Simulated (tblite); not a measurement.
# CH10GeO2Si2: the cost of one run

Computed with tblite 0.8.0 and PySCF 2.14.0; each step states its level. No surroundings beyond the atoms listed, unless a continuum is named. Atoms count from 0, parts from 1.

### 1 Starting point

16 atoms, charge 0, multiplicity 1; geometry: distance geometry start.

### 2 Geometry optimisation with GFN2-xTB

Job settings and geometry (Å):

```
{"job": {"kind": "relax", "xc": "GFN2-xTB", "basis": "xTB"}, "charge": 0, "multiplicity": 1}
Si    -0.333086     0.732904     0.258611
C      0.826104    -0.544995     0.980578
Si     2.131722    -0.872781    -0.273051
Ge    -2.331734    -0.348002    -0.175367
O      0.328572     1.228551    -1.245668
O     -0.503903     2.111981     1.234760
H      1.227116    -0.258671     1.951436
H      0.263337    -1.522408     1.098724
H      1.559284    -1.475991    -1.465311
H      3.177641    -1.722792     0.305790
H      2.687530     0.437471    -0.697048
H     -2.087715    -1.860355    -0.057967
H     -3.430320     0.119199     0.812190
H     -2.748464     0.013144    -1.639696
H     -0.283003     1.087175    -2.001638
H     -0.465656     2.893500     0.610906
```

With the program's defaults for keys left out, this is: GFN2-xTB geometry optimisation, gas phase.

Started as:

```bash
OMP_NUM_THREADS=1 python cluster_run.py task.json out
```

One launch serves the whole session: the jobs run in the order shown.

**Question.** How long does this first job take on 1 thread of Arm Neoverse V2, shared host?

About 4.6 s.
